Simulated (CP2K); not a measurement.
## Bi2Te3 (Tellurobismuthite) under changes of volume

One of the cells (33.871 Å³/atom); the others are scaled copies at fixed shape and fractional positions:

```xyz
5
Lattice="10.4763 0.0000 0.0000 9.5582 4.2888 0.0000 9.5582 2.0461 3.7693" Properties=species:S:1:pos:R:3 pbc="T T T"
Bi   17.7556    3.8010    2.2616
Bi   11.8371    2.5340    1.5077
Te   23.3930    5.0078    2.9796
Te    6.1997    1.3272    0.7897
Te    0.0000    0.0000    0.0000
```

```yaml
Program: CP2K 2026.2
Functional: PBE
Potentials_or_basis: POTENTIAL_UZH Bi GTH-PBE-q5, Te GTH-PBE-q6; TZVP-MOLOPT-PBE-GTH basis
Density_cutoff: 6123 eV
k_mesh: 7 × 7 × 7
Occupations: fermi-dirac, width 0.05 eV
Spin: no spin polarisation
```

```tsv
volume (Å³/atom)	energy over the lowest point (meV/atom)	pressure (GPa)	gap on the mesh (eV)	largest force (eV/Å)
31.839	68.02	6.6	0.80	0.477
32.517	43.50	5.1	0.82	0.323
33.194	25.02	3.7	0.84	0.180
33.871	11.97	2.5	0.86	0.047
34.549	?	?	?	?
35.226	0.00	0.4	0.85	0.192
35.904	0.15	-0.5	0.85	0.299
```

What does the run at 34.549 Å³/atom give?

Energy over the lowest point 3.79 meV/atom; pressure 1.4 GPa; gap on the mesh 0.86 eV; largest force 0.077 eV/Å.

Worked out: A Birch-Murnaghan fit of order 3 (a polynomial in V^(-2/3)) to the other rows has its minimum at 35.53 Å³/atom with B0 = V·E''(V) = 47 GPa and B' = 4.5 at fixed shape and positions, which overstates the stiffness. It gives 3.78 meV/atom at 34.549 Å³/atom, against the run's 3.79, and -dE/dV = 1.4 GPa, against 1.4. A parabola through the other rows of the gap, of slope 0.0589 eV per unit of ln V there, gives 0.86 eV, against the run's 0.86.

Energies are extrapolated to zero smearing.

Caveats: with these potentials and basis sets, volumes of gold and of layered tellurides can stand 1.5 % and more from those of plane-wave programs; spin-orbit coupling is left out, which as a rule narrows the gap of such compounds by several tenths of an eV; an odd mesh through Γ misses points on the zone boundary, where band edges often lie; the basis of atomic orbitals isn't converged, which shifts pressures, moduli and gaps.
